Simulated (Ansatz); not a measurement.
**GaNH4 + H2: a complex and its separated parts**

The complex below is one end of an elementary step. How strongly is it bound against its free parts?

Method: PBE0-D4/def2-TZVP structures, single points in def2-TZVPP, no counterpoise correction; program: Ansatz 0.2.0, Gaussian basis.

Levels: SPW92, PBE-D4, BLYP-D4, r2SCAN-D4, B97M-V, PBE0-D4, B3LYP-D4, r2SCAN0-D4, BHLYP-D4, CAM-B3LYP-D4, wB97X-V, wB97M-V, B2PLYP, PBE-QIDH, RPA on PBE, Hartree-Fock, MP2, CCSD, CCSD(T).

Correlated methods freeze the cores. Filled d shells of the heavier atoms are correlated. B3LYP uses VWN-RPA correlation. B2PLYP carries no dispersion term here.

94 further runs of the same task are left out: 94 set aside as unsound or not needed.

## Step 1: The system as given

The complex: 8 atoms, charge 0, spin multiplicity 1.

Atoms are counted from 1 here; the program's logs count them from 0.

Bond lengths: Ga1–N2 1.815 Å, Ga1–H3 1.561 Å, Ga1–H4 1.561 Å, N2–H7 1.006 Å, N2–H8 1.006 Å, H5–H6 0.748 Å. Angles: N2–Ga1–H3 116.8°, N2–Ga1–H4 116.8°, H3–Ga1–H4 126.4°, Ga1–N2–H7 124.0°, Ga1–N2–H8 124.0°, H7–N2–H8 111.9°.

Geometry (Å):

| atom | x (Å) | y (Å) | z (Å) |
| --- | --- | --- | --- |
| Ga1 | -0.4385 | 0.5725 | -0.6525 |
| N2 | 1.3287 | 0.3819 | -0.2862 |
| H3 | -1.0346 | -0.3636 | -1.7506 |
| H4 | -1.2092 | 1.6684 | 0.1491 |
| H5 | -0.8287 | -1.4494 | 1.4739 |
| H6 | -1.5745 | -1.4650 | 1.4219 |
| H7 | 1.9305 | -0.2798 | -0.7455 |
| H8 | 1.8262 | 0.9352 | 0.3902 |

Its parts: GaNH4 holds atoms 1, 2, 3, 4, 7, 8; H2 holds atoms 5, 6. Each part counts its atoms afresh in its own runs.

## Step 2: Relaxing GaNH4 alone

Input file relax-a/in.yaml:

```yaml
crystal:
  periodic: [false, false, false]
  atoms:
    - {symbol: Ga, position_ang: [-0.438481, 0.572525, -0.652533]}
    - {symbol: N, position_ang: [1.328674, 0.381945, -0.286233]}
    - {symbol: H, position_ang: [-1.034556, -0.363614, -1.750636]}
    - {symbol: H, position_ang: [-1.209236, 1.668358, 0.149057]}
    - {symbol: H, position_ang: [1.930534, -0.279849, -0.745529]}
    - {symbol: H, position_ang: [1.826182, 0.935210, 0.390179]}
basis:
  gaussian: {orbitals: def2-TZVP}
hamiltonian: {xc: pbe0, dispersion: d4}
relax: {f_tol: 0.005, max_steps: 200}
```

Launch:

```console
ansatz run in.yaml --threads 2 --pin off --events-out ev --progress --plain --max-ram 4352MiB
```

The runs that follow: Relaxing H2 alone; SPW92/def2-TZVPP; PBE-D4/def2-TZVPP; BLYP-D4/def2-TZVPP; r2SCAN-D4/def2-TZVPP; B97M-V/def2-TZVPP; PBE0-D4/def2-TZVPP; B3LYP-D4/def2-TZVPP; r2SCAN0-D4/def2-TZVPP; BHLYP-D4/def2-TZVPP; CAM-B3LYP-D4/def2-TZVPP; wB97X-V/def2-TZVPP; wB97M-V/def2-TZVPP; B2PLYP/def2-TZVPP; PBE-QIDH/def2-TZVPP; RPA on PBE/def2-TZVPP; CCSD(T)/def2-TZVPP; Vibrations of GaNH4; Vibrations of H2.

Before running it: what results should come out? Wanted: complex less parts, CCSD(T)/def2-TZVPP; with zero-point energy; largest T1 diagnostic.

**Answer**, as computed:

| quantity | value |
| --- | --- |
| complex less parts, CCSD(T)/def2-TZVPP | -0.0254 eV |
| with zero-point energy | +0.0175 eV |
| largest T1 diagnostic | 0.014 |

What this shows: At CCSD(T) the complex lies 0.0254 eV below its parts. r2SCAN-D4 is the best functional here (-0.0015 eV from CCSD(T)); SPW92 is the worst (-0.0497 eV). By rung, the mean size of the error is: LDA 0.0497, GGA 0.0100, meta-GGA 0.0037, hybrid 0.0091, range-separated hybrid 0.0069, double hybrid 0.0111 eV. PBE-D4 gives a relative energy 0.0161 eV too low, an error of 63 % of the reference. No counterpoise was applied, and triple zeta lacks some correlation, so the CCSD(T) reference has a basis error of its own, and close matches with it are partly luck.
